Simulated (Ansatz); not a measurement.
# C₅H₂AlF₇O₃: small, medium and large basis sets

How large a basis does C₅H₂AlF₇O₃ need? Two functionals are run in growing sets.

The runs use Ansatz 0.2.0, Gaussian basis; one geometry, several basis sets.

The runs, in order: PBE0-D4/def2-SVP; ωB97M-V/def2-SVP; PBE0-D4/def2-QZVPP; ωB97M-V/def2-QZVPP; the functionals' def2-TZVPP values are taken from earlier runs.

## 1. The relaxed structure

The geometry comes from an earlier relaxation with PBE0-D4 in a triple-zeta def2 set; it is a stationary point, not always the lowest conformer.

18 atoms, charge 0, spin multiplicity 1.

Atoms are counted from 1 here; the program's logs count them from 0.

Bond lengths: O1–Al2 1.684 Å, O1–H17 0.954 Å, Al2–F3 1.648 Å, Al2–O4 1.826 Å, Al2–O16 1.826 Å, O4–C5 1.259 Å, C5–C6 1.535 Å, C5–C10 1.388 Å, C6–F7 1.331 Å, C6–F8 1.328 Å, C6–F9 1.328 Å, C10–C11 1.388 Å, C10–H18 1.077 Å, C11–C12 1.535 Å, C11–O16 1.259 Å, C12–F13 1.331 Å, C12–F14 1.328 Å, C12–F15 1.328 Å. Angles: Al2–O1–H17 125.2°, O1–Al2–F3 123.0°, O1–Al2–O4 109.5°, O1–Al2–O16 109.5°, F3–Al2–O4 108.5°, F3–Al2–O16 108.5°, O4–Al2–O16 94.0°, Al2–O4–C5 126.8°, O4–C5–C6 113.7°, O4–C5–C10 126.4°, C6–C5–C10 119.9°, C5–C6–F7 111.8°, C5–C6–F8 109.7°, C5–C6–F9 109.7°, F7–C6–F8 108.4°, F7–C6–F9 108.4°, F8–C6–F9 108.7°, C5–C10–C11 119.6° and more.

## 2. PBE0-D4 in def2-SVP

in.yaml reads:

```yaml
crystal:
  periodic: [false, false, false]
  atoms:
    - {symbol: O, position_ang: [1.505547, -0.075074, 2.917605]}
    - {symbol: Al, position_ang: [0.064650, -0.443055, 2.126844]}
    - {symbol: F, position_ang: [-1.236681, -1.102242, 2.893077]}
    - {symbol: O, position_ang: [-0.498553, 1.012017, 1.177816]}
    - {symbol: C, position_ang: [-0.525597, 1.130206, -0.075756]}
    - {symbol: C, position_ang: [-1.034818, 2.496416, -0.555038]}
    - {symbol: F, position_ang: [-1.052593, 2.578744, -1.883148]}
    - {symbol: F, position_ang: [-2.268324, 2.698012, -0.105876]}
    - {symbol: F, position_ang: [-0.248123, 3.458031, -0.085797]}
    - {symbol: C, position_ang: [-0.150192, 0.166749, -1.002112]}
    - {symbol: C, position_ang: [0.302519, -1.069430, -0.561336]}
    - {symbol: C, position_ang: [0.711072, -2.143036, -1.579208]}
    - {symbol: F, position_ang: [0.569730, -1.715601, -2.831525]}
    - {symbol: F, position_ang: [-0.043401, -3.224117, -1.417488]}
    - {symbol: F, position_ang: [1.982174, -2.478701, -1.391609]}
    - {symbol: O, position_ang: [0.423401, -1.436876, 0.637195]}
    - {symbol: H, position_ang: [1.675314, -0.216332, 3.845284]}
    - {symbol: H, position_ang: [-0.213724, 0.375689, -2.056930]}
basis:
  gaussian: {orbitals: def2-SVP}
hamiltonian: {xc: pbe0, dispersion: d4}
output: {orbitals: {seedname: orbitals}}
```

Started as:

```bash
> ansatz run in.yaml --threads 11 --pin off --events-out ev --progress --plain --max-ram 110592MiB --backend cpu
```

Further steps of the session: ωB97M-V in def2-SVP; PBE0-D4 in def2-QZVPP; ωB97M-V in def2-QZVPP.

**Question.** What will the summary of the whole plan be? Wanted: PBE0-D4: double and triple zeta above quadruple; ωB97M-V: double and triple zeta above quadruple.

The runs gave:

| quantity | value |
| --- | --- |
| PBE0-D4: double and triple zeta above quadruple | 40.38, 1.78 eV |
| ωB97M-V: double and triple zeta above quadruple | 40.90, 1.66 eV |

For PBE0-D4 the step from double to triple zeta gains 38.60 eV and the next only 1.78 eV. Total energies overstate the basis error of differences, where much of it tends to cancel.
